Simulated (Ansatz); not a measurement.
The same calculation of Na3Al, space group Fm-3m as a Python script and as an input file (Ansatz's Python interface).

Interactive session:
```pycon
>>> from dataclasses import dataclass
>>> import json
>>> import ansatz as az
>>> from ase import Atoms
>>> from ase.io import write
>>> import numpy as np
>>> @dataclass
... class RunConfig:
...     xc: str = "pbesol"
...     occupations: str = "methfessel_paxton"
...     width_ev: float = 0.15
...
>>> cfg = RunConfig()
>>> def edges_and_angles(cell):
...     cell = np.asarray(cell)
...     a, b, c = np.linalg.norm(cell, axis=1)
...     cosines = cell[1] @ cell[2] / (b * c), cell[0] @ cell[2] / (a * c), cell[0] @ cell[1] / (a * b)
...     return (a, b, c, *np.degrees(np.arccos(cosines)))
...
>>> lattice = az.Lattice.of(
...     [0.0, 3.833004, 3.833004],
...     [3.833004, 0.0, 3.833004],
...     [3.833004, 3.833004, 0.0],
... )
>>> sites = [
...     ("Na", [0.25, 0.25, 0.25]),
...     ("Na", [0.75, 0.75, 0.75]),
...     ("Na", [0.5, 0.5, 0.5]),
...     ("Al", [0.0, 0.0, 0.0]),
... ]
>>> cell = az.Crystal(lattice=lattice)
>>> for symbol, position in sites:
...     cell = cell.atom(symbol, position)
...
>>> cell.resolved().sites[-1]
Site(symbol='Al', position=(0.0, 0.0, 0.0), moment=None, axis=None, held=None, saved=None)
>>> # part of the cell is held
>>> base = (
...     cell.calculation()
...     .functional(cfg.xc)
...     .pseudopotentials("paw")
...     .basis(34 * az.Ry)
...     .kpoints(6)
...     .occupations(cfg.occupations, width=cfg.width_ev)
...     .relax(max_steps=30, fix_cell=["c", "angles"])
... )
>>> outcome = base.run(threads=1, pin="off", events_out="stream.ndjson")
DeckWarning: crystal.symmetry: narrowed to the stabiliser of the fixed cell quantities (relax.cell.fix) — unitary ops 48 → 4. The narrowing is safe, since a smaller group never makes results wrong: the run goes on under it, on as many k-points as the starting [...]
>>> with open("stream.ndjson") as stream:
...     events = [json.loads(line) for line in stream]
...
>>> steps = [e["data"] for e in events if e["event"] == "relax_step"]
>>> r = outcome.report
>>> type(outcome).__name__, type(r).__name__
('RunOutcome', 'dict')
>>> for s in steps:
...     flag = "" if s["accepted"] else "  (rejected)"
...     print("step %2d  E = %.5f eV  largest force component = %.4f eV/A%s" % (s["step"], s["lagrangian_ev"], s["allowed_force_max_ev_ang"], flag))
...
step  1  E = -4951.37629 eV  largest force component = 0.0000 eV/A
step  2  E = -4951.37706 eV  largest force component = 0.0006 eV/A
step  3  E = -4951.37773 eV  largest force component = 0.0010 eV/A
step  4  E = -4951.37768 eV  largest force component = 0.0010 eV/A
>>> first, last = steps[0], steps[-1]
>>> symbols = [site.symbol for site in outcome.lattice.sites]
>>> print(f"energy gained {first['lagrangian_ev'] - last['lagrangian_ev']:.4f} eV in {len(steps) - 1} steps")
energy gained 0.0014 eV in 3 steps
>>> for label, vectors in (("before", first["cell_ang"]), ("after", outcome.lattice.cell_ang)):
...     print(label, "a b c (A) {:.4f} {:.4f} {:.4f}  angles {:.2f} {:.2f} {:.2f}".format(*edges_and_angles(vectors)), f" V = {abs(np.linalg.det(vectors)):.3f} A^3")
...
before a b c (A) 5.4207 5.4207 5.4207  angles 60.00 60.00 60.00  V = 112.628 A^3
after a b c (A) 5.3799 5.3799 5.4207  angles 60.00 60.00 60.00  V = 110.940 A^3
>>> print("final stress xx yy zz (GPa, compression positive):", np.round(np.diag(r["stress_gpa"]), 3) + 0.0)
final stress xx yy zz (GPa, compression positive): [-0.04  -0.04  -0.055]
>>> relaxed = Atoms(symbols, positions=[site.position_ang for site in outcome.lattice.sites], cell=outcome.lattice.cell_ang, pbc=True)
>>> write("relaxed.vasp", relaxed, format="vasp")
>>> print("atom   start x y z (A)              end x y z (A)")
atom   start x y z (A)              end x y z (A)
>>> for symbol, a, b in zip(symbols, first["positions_ang"], last["positions_ang"]):
...     print(f"{symbol:3s}", " ".join(f"{v:8.4f}" for v in a), "  ", " ".join(f"{v:8.4f}" for v in b))
...
Na    1.9165   1.9165   1.9165      1.9120   1.9120   1.8966
Na    5.7495   5.7495   5.7495      5.7395   5.7395   5.6829
Na    3.8330   3.8330   3.8330      3.8258   3.8258   3.7897
Al    0.0000   0.0000   0.0000      0.0000   0.0000  -0.0000
>>> energy = r["free_energy_ev"]
>>> print("Na3Al: {:.6f} eV = {:.6f} Ry = {:.6f} Ha".format(energy, energy / 13.605693, energy / 27.211386))
Na3Al: -4951.377683 eV = -363.919551 Ry = -181.959775 Ha
>>> print("Fermi level {:.4f} eV, {} k-points, {} symmetry operations".format(r["fermi_energy_ev"], r["n_kpoints"], r["n_symmetry_ops"]))
Fermi level 2.8713 eV, 68 k-points, 4 symmetry operations
>>> terms = r["components"]
>>> {name: round(terms[name], 3) for name in ("e_kinetic", "e_hartree", "e_xc", "e_local", "e_nonlocal")}
{'e_kinetic': 380.412, 'e_hartree': 1562.866, 'e_xc': -151.027, 'e_local': -4248.224, 'e_nonlocal': 358.956}
```

`input.yaml`:
```yaml
crystal:
  lattice:
    - [0.0, 3.833004, 3.833004]
    - [3.833004, 0.0, 3.833004]
    - [3.833004, 3.833004, 0.0]
  atoms:
    - { symbol: Na, position: [0.25, 0.25, 0.25] }
    - { symbol: Na, position: [0.75, 0.75, 0.75] }
    - { symbol: Na, position: [0.5, 0.5, 0.5] }
    - { symbol: Al, position: [0.0, 0.0, 0.0] }
basis:
  ecutwfc: 462.5935661818
kpoints:
  mp_grid: { grid: [6, 6, 6] }
hamiltonian:
  xc: pbesol
  pseudopotentials: { kind: paw }
scf:
  occupations: { method: methfessel_paxton, width: 0.15 }
relax:
  max_steps: 30
  cell: { fix: [c, angles] }
```

On the command line:
```console
$ ansatz run input.yaml --threads 1 --pin off --max-ram 3072MiB --backend cpu --events-out ev --progress --plain --runs-dir out
Warning: crystal.symmetry: narrowed to the stabiliser of the fixed cell quantities (relax.cell.fix) — unitary ops 48 → 4. The narrowing is safe, since a smaller group never makes results wrong: the run goes on under it, on as many k-points as the starting group would need, or more. Excluded: 44 operations that would move a fixed cell quantity at a test strain (relax.cell.fix fixes c, alpha, beta, gamma). The cell can leave their symmetry as it relaxes.
Engine: ansatz 0.2.0, x86_64-unknown-linux-gnu
Pseudopotentials: kind: paw
Pseudopotential: Na, paw, valence charge 9, recommended cutoff 420 eV (normal), Na.paw.azcp
Pseudopotential: Al, paw, valence charge 3, recommended cutoff 420 eV (normal), Al.paw.azcp
Functional definition: PBEsol
  exchange = pbesol_x
  correlation = pbesol_c
Crystal: 4 atoms, lattice volume = 112.628 Å³
Basis set: ecut = 462.5935661818 eV, 2637 PW (Γ), exchange–correlation on 80×80×80 points (8 copies of the dense FFT grid, shifted against one another)
Bands: 19, of which v1, the nominal top of the filled ones, is band 15 counted from 1 (14 counted from 0)
Symmetry: 4 space group operations
k-points: 68 of 216
Non-local potential: Na, projectors of the file, l = 0: 3, l = 1: 2, l = 2: 1
Non-local potential: Al, projectors of the file, l = 0: 2, l = 1: 2, l = 2: 1
PAW form: soft (Blöchl's): semilocal exchange-correlation on the pseudo side does not see the compensation charge
PAW frozen core: Na, regenerated for the run's functional, and the local potential with it (the file was generated under x = pbe(κ = 0.804, μ = 0.2195149727645171), c = pbe(β = 0.06672455060314922))
PAW frozen core: Al, regenerated for the run's functional, and the local potential with it (the file was generated under x = pbe(κ = 0.804, μ = 0.2195149727645171), c = pbe(β = 0.06672455060314922))
PAW one-centre angular grid: Na, 110 points (default); XC on 64 Gauss nodes
PAW one-centre angular grid: Al, 110 points (default); XC on 64 Gauss nodes
Initial density: superposition of atomic densities (neutral atoms: chi_scale 0, normalization atom), corrected by the library's trained network
Initial wavefunctions: pseudopotential atomic-orbital guess
Functional: x = pbesol(κ = 0.804, μ = 0.12345679012345678), c = pbesol(β = 0.046)
SCF iter   1: F=—  HF=-4951.379562 eV  |F-HF|=—  |Δ(HF+E_count)|=         —  Δρ=2.15e-3  dr2=3.55e-3  ethr=1.77e-3  ⟨swp⟩=5.4  Hψ=5822  notcnv=0
preconditioner: auto → Kerker (q_TF=auto, 2.188 Å⁻¹)  [metal: Δε(μ)=0.037 eV  Ē_g=4.488 eV  σ=0.150 eV  W_gap=0.20  n_scr=14 (ndim 8)  ℏωp=8.6 eV  f_vac=0.000  D(μ)=3.59/eV (n_scr^D=26)]
SCF iter   2: F=—  HF=-4951.376437 eV  |F-HF|=—  |Δ(HF+E_count)|=   3.13e-3  S|Δr|=    0.00e0  Δρ=8.95e-4  dr2=1.19e-3  ethr=1.18e-5  ⟨swp⟩=2.9  Hψ=2733  notcnv=0
SCF iter   3: F=—  HF=-4951.376312 eV  |F-HF|=—  |Δ(HF+E_count)|=   1.26e-4  S|Δr|=    0.00e0  Δρ=3.08e-4  dr2=2.25e-4  ethr=3.97e-6  ⟨swp⟩=3.0  Hψ=2375  notcnv=0
SCF iter   4: F=—  HF=-4951.376298 eV  |F-HF|=—  |Δ(HF+E_count)|=   1.33e-5  S|Δr|=    0.00e0  Δρ=9.26e-5  dr2=9.20e-6  ethr=7.51e-7  ⟨swp⟩=2.0  Hψ=1495  notcnv=0
SCF iter   5: F=—  HF=-4951.376290 eV  |F-HF|=—  |Δ(HF+E_count)|=   7.86e-6  S|Δr|=    0.00e0  Δρ=3.68e-5  dr2=1.38e-6  ethr=3.07e-8  ⟨swp⟩=2.0  Hψ=2313  notcnv=0
SCF iter   6: F=—  HF=-4951.376290 eV  |F-HF|=—  |Δ(HF+E_count)|=   5.17e-7  S|Δr|=    0.00e0  Δρ=1.27e-5  dr2=1.99e-7  ethr=4.59e-9  ⟨swp⟩=2.0  Hψ=2301  notcnv=0
SCF iter   7: F=-4951.376290 eV  HF=-4951.376290 eV  |F-HF|=1.83e-8  |Δ(HF+E_count)|=   5.93e-8  S|Δr|=    0.00e0  Δρ=4.23e-6  dr2=2.59e-8  ethr=3.33e-10  ⟨swp⟩=4.0  Hψ=4568  notcnv=0
SCF 1 converged in 7 iterations: F = -4951.376290 eV  dr2 = 2.59e-8
  greatest PAW one-centre occupation: 0.999 electrons in one spin orbital (limit 2), on the Na atom at site 1 (counted from 0), in its partial waves of l = 0
relax step   1: F+E_penalty+E_count = -4951.37628976 eV  Δ(F+E_penalty+E_count) = +0.000e0 eV  max|allowed force component| = 2.044e-8 eV/Å  Δτ_max = 0.0000 Å  P = -0.267 GPa  Ω = 112.628 Å³  fix = [c, alpha, beta, gamma]  reactions: c -0.326 GPa; alpha -0.064, beta -0.064, gamma -0.013 GPa/rad  (7 SCF iters, dr2 threshold 1.00e-7 eV, accepted)
Crystal: 4 atoms, lattice volume = 112.095 Å³
Basis set: ecut = 462.5935661818 eV, 2609 PW (Γ), exchange–correlation on 80×80×80 points (8 copies of the dense FFT grid, shifted against one another)
Initial density: handed on by an earlier stage of this run
Initial wavefunctions: those handed on with the density
iter 1 solved again at ethr=2.90e-8 eV; its pass at ethr=3.10e-3 eV (dr2=8.71e-6 eV) is discarded
SCF iter   1: F=—  HF=-4951.377061 eV  |F-HF|=—  |Δ(HF+E_count)|=         —  Δρ=5.31e-5  dr2=5.42e-6  ethr=2.90e-8  ⟨swp⟩=3.1  Hψ=7880  notcnv=0
preconditioner: auto → Kerker (q_TF=auto, 2.190 Å⁻¹)  [metal: Δε(μ)=0.030 eV  Ē_g=4.505 eV  σ=0.150 eV  W_gap=0.17  n_scr=14 (ndim 8)  ℏωp=8.6 eV  f_vac=0.000  D(μ)=3.59/eV (n_scr^D=26)]
SCF iter   2: F=—  HF=-4951.377056 eV  |F-HF|=—  |Δ(HF+E_count)|=   5.01e-6  S|Δr|=    0.00e0  Δρ=3.59e-5  dr2=2.79e-6  ethr=1.81e-8  ⟨swp⟩=1.0  Hψ=1292  notcnv=0
SCF iter   3: F=-4951.377055 eV  HF=-4951.377055 eV  |F-HF|=7.85e-8  |Δ(HF+E_count)|=   4.38e-7  S|Δr|=    0.00e0  Δρ=7.85e-6  dr2=1.69e-7  ethr=5.80e-10  ⟨swp⟩=3.0  Hψ=4996  notcnv=0
SCF 2 converged in 3 iterations: F = -4951.377055 eV  dr2 = 1.69e-7
relax step   2: F+E_penalty+E_count = -4951.37705510 eV  Δ(F+E_penalty+E_count) = -7.653e-4 eV  max|allowed force component| = 6.469e-4 eV/Å  Δτ_max = 0.0000 Å  P = -0.199 GPa  Ω = 112.095 Å³  energy of the carried Pulay correction = +1.653e-5 eV  fix = [c, alpha, beta, gamma]  reactions: c -0.271 GPa; alpha -0.062, beta -0.062, gamma +0.007 GPa/rad  (3 SCF iters, dr2 threshold 1.74e-7 eV, accepted)
Crystal: 4 atoms, lattice volume = 110.940 Å³
Basis set: ecut = 462.5935661818 eV, 2507 PW (Γ), exchange–correlation on 80×80×80 points (8 copies of the dense FFT grid, shifted against one another)
iter 1 solved again at ethr=1.08e-7 eV; its pass at ethr=3.10e-3 eV (dr2=3.23e-5 eV) is discarded
SCF iter   1: F=—  HF=-4951.377745 eV  |F-HF|=—  |Δ(HF+E_count)|=         —  Δρ=1.17e-4  dr2=3.18e-5  ethr=1.08e-7  ⟨swp⟩=3.0  Hψ=7951  notcnv=0
preconditioner: auto → Kerker (q_TF=auto, 2.194 Å⁻¹)  [metal: Δε(μ)=0.008 eV  Ē_g=4.529 eV  σ=0.150 eV  W_gap=0.04  n_scr=14 (ndim 8)  ℏωp=8.6 eV  f_vac=0.000  D(μ)=3.59/eV (n_scr^D=26)]
SCF iter   2: F=—  HF=-4951.377737 eV  |F-HF|=—  |Δ(HF+E_count)|=   8.25e-6  S|Δr|=    0.00e0  Δρ=8.21e-5  dr2=1.71e-5  ethr=1.06e-7  ⟨swp⟩=1.0  Hψ=1292  notcnv=0
SCF iter   3: F=—  HF=-4951.377733 eV  |F-HF|=—  |Δ(HF+E_count)|=   3.29e-6  S|Δr|=    0.00e0  Δρ=2.11e-5  dr2=1.23e-6  ethr=5.69e-8  ⟨swp⟩=1.9  Hψ=1370  notcnv=0
SCF iter   4: F=—  HF=-4951.377733 eV  |F-HF|=—  |Δ(HF+E_count)|=   3.30e-7  S|Δr|=    0.00e0  Δρ=7.02e-6  dr2=9.56e-8  ethr=4.08e-9  ⟨swp⟩=2.1  Hψ=2128  notcnv=0
SCF iter   5: F=-4951.377733 eV  HF=-4951.377733 eV  |F-HF|=6.36e-9  |Δ(HF+E_count)|=   3.32e-8  S|Δr|=    0.00e0  Δρ=2.23e-6  dr2=1.30e-8  ethr=2.72e-10  ⟨swp⟩=4.0  Hψ=3813  notcnv=0
SCF 3 converged in 5 iterations: F = -4951.377733 eV  dr2 = 1.30e-8
relax step   3: F+E_penalty+E_count = -4951.37773297 eV  Δ(F+E_penalty+E_count) = -6.779e-4 eV  max|allowed force component| = 1.000e-3 eV/Å  Δτ_max = 0.0021 Å  P = -0.045 GPa  Ω = 110.940 Å³  energy of the carried Pulay correction = +5.260e-5 eV  fix = [c, alpha, beta, gamma]  reactions: c -0.146 GPa; alpha -0.054, beta -0.054, gamma +0.050 GPa/rad  (5 SCF iters, dr2 threshold 8.16e-8 eV, accepted)
Initial wavefunctions: pseudopotential atomic-orbital guess (no wavefunctions were taken with the density)
iter 1 solved again at ethr=3.80e-8 eV; its pass at ethr=3.10e-3 eV (dr2=1.14e-5 eV) is discarded
SCF iter   1: F=—  HF=-4951.377690 eV  |F-HF|=—  |Δ(HF+E_count)|=         —  Δρ=1.96e-5  dr2=2.84e-8  ethr=3.80e-8  ⟨swp⟩=3.2  Hψ=9699  notcnv=0
preconditioner: auto → Kerker (q_TF=auto, 2.194 Å⁻¹)  [metal: Δε(μ)=0.007 eV  Ē_g=4.529 eV  σ=0.150 eV  W_gap=0.04  n_scr=14 (ndim 8)  ℏωp=8.6 eV  f_vac=0.000  D(μ)=3.59/eV (n_scr^D=26)]
SCF iter   2: F=—  HF=-4951.377683 eV  |F-HF|=—  |Δ(HF+E_count)|=   6.95e-6  S|Δr|=    0.00e0  Δρ=9.90e-6  dr2=1.02e-8  ethr=9.48e-11  ⟨swp⟩=2.4  Hψ=2073  notcnv=0
SCF iter   3: F=—  HF=-4951.377683 eV  |F-HF|=—  |Δ(HF+E_count)|=   5.21e-7  S|Δr|=    0.00e0  Δρ=9.87e-7  dr2=1.59e-9  ethr=3.41e-11  ⟨swp⟩=1.9  Hψ=1395  notcnv=0
SCF iter   4: F=—  HF=-4951.377683 eV  |F-HF|=—  |Δ(HF+E_count)|=  8.40e-10  S|Δr|=    0.00e0  Δρ=7.38e-7  dr2=2.79e-10  ethr=5.30e-12  ⟨swp⟩=2.5  Hψ=1940  notcnv=0
SCF iter   5: F=-4951.377683 eV  HF=-4951.377683 eV  |F-HF|=1.18e-11  |Δ(HF+E_count)|=   2.65e-9  S|Δr|=    0.00e0  Δρ=7.04e-8  dr2=5.84e-12  ethr=1.00e-12  ⟨swp⟩=3.1  Hψ=4666  notcnv=0
SCF 4 converged in 5 iterations: F = -4951.377683 eV  dr2 = 5.84e-12
relax step   4: F+E_penalty+E_count = -4951.37768279 eV  Δ(F+E_penalty+E_count) = +5.018e-5 eV  max|allowed force component| = 1.018e-3 eV/Å  Δτ_max = 0.0000 Å  P = -0.045 GPa  Ω = 110.940 Å³  fix = [c, alpha, beta, gamma]  reactions: c -0.146 GPa; alpha -0.054, beta -0.054, gamma +0.050 GPa/rad  stress off target by 6.06e-3 GPa on what of the cell is left free  SCF on the basis re-selected at this cell (its energy is not comparable with the rows above)  (5 SCF iters)
basis re-selected at this cell: Δ(F+E_penalty+E_count) = +5.018e-5 eV, ΔP = -0.000 GPa vs the last step (what re-selecting the basis moved, of the pressure what is left beyond the Pulay correction that the steps carried, after the strain that the cell walked since its last selection, with what the two solves' SCF thresholds leave and, on support functions, any second-order correction that the steps lacked; it is no measure of the basis error at this ecutwfc). This SCF's stress stands 6.06e-3 GPa from its target on what of the cell is left free (relax.cell.stress_tol is 5.00e-2 GPa) and its largest allowed force component is 1.02e-3 eV/Å (relax.f_tol is 1.00e-2 eV/Å): within both
SCF converged after 5 iterations
Stability not checked: this state was not tested for a lower state beside it, because cold or Methfessel-Paxton smearing, or corrected tetrahedra, fill the levels in a way that the test cannot read (fill_not_monotonic; see scf.lower_state_search)
Free energy (F): -4951.377683 eV
Harris-Foulkes:  -4951.377683 eV  (|F-HF|=1.18e-11)
Internal energy: -4951.371374 eV  (E = F + TS)
E sigma→0 (E₀):  -4951.376106 eV
Entropy (-TS):   -0.006309 eV (-1.577 meV/atom)
Fermi energy:    2.871318 eV
--- Per-component energies (eV) ---
  E_band       = -676.877350
  E_kinetic    = 380.411559
  E_local      = -4248.224300  (includes V_loc(G=0)·N_el)
  E_nonlocal   = 358.956259
  E_hartree    = 1562.866372
  E_xc         = -151.027441
  E_vxc        = -173.453147  (∫ρ·V_xc dr)
  E_paw        = -1214.750576  (= ΣΔE_a)
  E_vpaw       = -120.300500  (= ΣTr[D̂ρ^β])
  E_aug_tail   = 0.000013  (compensation charges beyond the density's cutoff)
  E_ewald      = -1639.786480
  E_core_change = 0.183220  (= ΣΔE_core)
  E_smearing   = -0.006309  (= −TS)
  E_closure    = 0.000000  (closes the sum)
  Σ components = -4951.377683   (vs F -4951.377683, Δ=0.00e0)
--- Forces (eV/Å), atoms counted from 1 ---
  atom   1  Na     0.00048628     0.00048628    -0.00101776
  atom   2  Na    -0.00048628    -0.00048628     0.00101776
  atom   3  Na     0.00000000     0.00000000     0.00000000
  atom   4  Al     0.00000000     0.00000000    -0.00000000
  max |Σ_I F_I| component: 2.00e-28 eV/Å
--- Stress (GPa, compression-positive) ---
       -0.040063      -0.073227       0.034027
       -0.073227      -0.040063       0.034027
        0.034027       0.034027      -0.055081
  P = ⅓ Tr σ = -0.0451 GPa (-0.451 kbar)
--- Relaxed structure (3 steps of the walk, 3 accepted, 1 SCFs on fresh bases) ---
  F+E_penalty+E_count = -4951.37768279 eV   max|allowed force component| = 1.018e-3 eV/Å   (the final SCF, on the basis selected at the relaxed cell)
  cell:  # Å, volume = 110.9399 Å³
    - [0.007175942033872685, 3.811340040873266, 3.796967813991732]
    - [3.811340040873266, 0.007175942033872684, 3.796967813991732]
    - [3.8329903353096597, 3.8329903353096597, -0.014474352402521116]
  atoms:
    - { symbol: Na, position: [0.2502213123615604, 0.2502213123615604, 0.2495586325940831] }
    - { symbol: Na, position: [0.7497786876384395, 0.7497786876384395, 0.7504413674059164] }
    - { symbol: Na, position: [0.49999999999999983, 0.49999999999999983, 0.4999999999999998] }
    - { symbol: Al, position: [-7.071464291339389e-21, -7.071518242536188e-21, 7.071464291339399e-21] }
```

Reading the output:
- Total energies depend on the potentials; only differences at equal settings carry meaning. A total without «per atom» is that of the cell as typed.
- Forces vanish by symmetry, so the ions can't move, and the end may be a saddle.
- The energy terms are those on the plane-wave grid, with the one-centre PAW part apart; the terms shown are only some of the summands, so they needn't add up to F.
- Part of the cell is held or a pressure is applied, so the end point needn't be the zero-pressure lattice.
- The mesh is modest for a metal, so energies can be off by several to tens of meV an atom and pressures by half a GPa or more; differences at equal mesh fare better.
- An absolute Fermi energy rests on an arbitrary zero of the periodic potential and has no direct meaning.
- Energies along a relaxation are free energies. Rows at an unchanged volume are solved on a plane-wave basis chosen afresh for that cell, so the energy jumps there and such rows are no steps of the walk.
- Edges and angles are those of the cell as typed, here a primitive one, not of the conventional cell.
- The cell relaxed to the group C2/m; tensors and edges are in the axes of the typed cell.
- This cell is a computed structure, which may not be the phase found in nature.
- Warnings are shown shortened and without file and line.
- Wall time of the script: 12 s on 1 thread of Intel(R) Xeon(R) 6975P-C (Granite Rapids) (shared host), peak memory 0.61 GiB.

(Lines on the test bed's own set-up are left out of the output.)
